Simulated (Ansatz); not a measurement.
# FGeH3O2: the cost of one run

Method: RKS BHLYP-D4/def2-SVP, in Ansatz 0.2.0.

**1. The system as given**

Bond lengths: Ge1–F2 1.680 Å, Ge1–O3 1.770 Å, O3–H4 1.010 Å, Ge1–H5 1.549 Å, Ge1–O6 1.769 Å, O6–H7 1.010 Å. Angles: F2–Ge1–O3 109.4°, F2–Ge1–H5 109.5°, F2–Ge1–O6 109.5°, O3–Ge1–H5 109.5°, O3–Ge1–O6 109.5°, H5–Ge1–O6 109.5°, Ge1–O3–H4 109.5°, Ge1–O6–H7 109.5°.

Coordinates:

```xyz
7

Ge    0.0000    0.0000    0.0000
F     0.0000    0.0000    1.6800
O     1.6691    0.0000   -0.5894
H     1.9855   -0.9521   -0.7061
H    -0.7300    1.2648   -0.5162
O    -0.8337   -1.4443   -0.5894
H    -1.2883   -1.9100    0.1830
```

**2. Preparing the start**

Input file input.yaml:

```yaml
crystal:
  periodic: [false, false, false]
  atoms:
    - { symbol: Ge, position_ang: [0.0, 0.0, 0.0] }
    - { symbol: F, position_ang: [0.0, 0.0, 1.68] }
    - { symbol: O, position_ang: [1.6691, 0.0, -0.5894] }
    - { symbol: H, position_ang: [1.9855, -0.9521, -0.7061] }
    - { symbol: H, position_ang: [-0.73, 1.2648, -0.5162] }
    - { symbol: O, position_ang: [-0.8337, -1.4443, -0.5894] }
    - { symbol: H, position_ang: [-1.2883, -1.91, 0.183] }
basis:
  gaussian: { orbitals: def2-SVP }
hamiltonian:
  xc: { name: BHLYP }
  dispersion: d4
relax:
  f_tol: 0.02
  max_steps: 40
output:
  orbitals: {}
```

The run is started by

```sh
$ ansatz run input.yaml --threads 1 --pin off --max-ram 2048MiB --backend cpu --events-out ev --progress --plain --runs-dir out
```

**Question.** How long does this run take on 1 thread of Arm Neoverse V1, shared host, and how much memory does it need?

About 36 s, with a peak of 0.18 GiB.
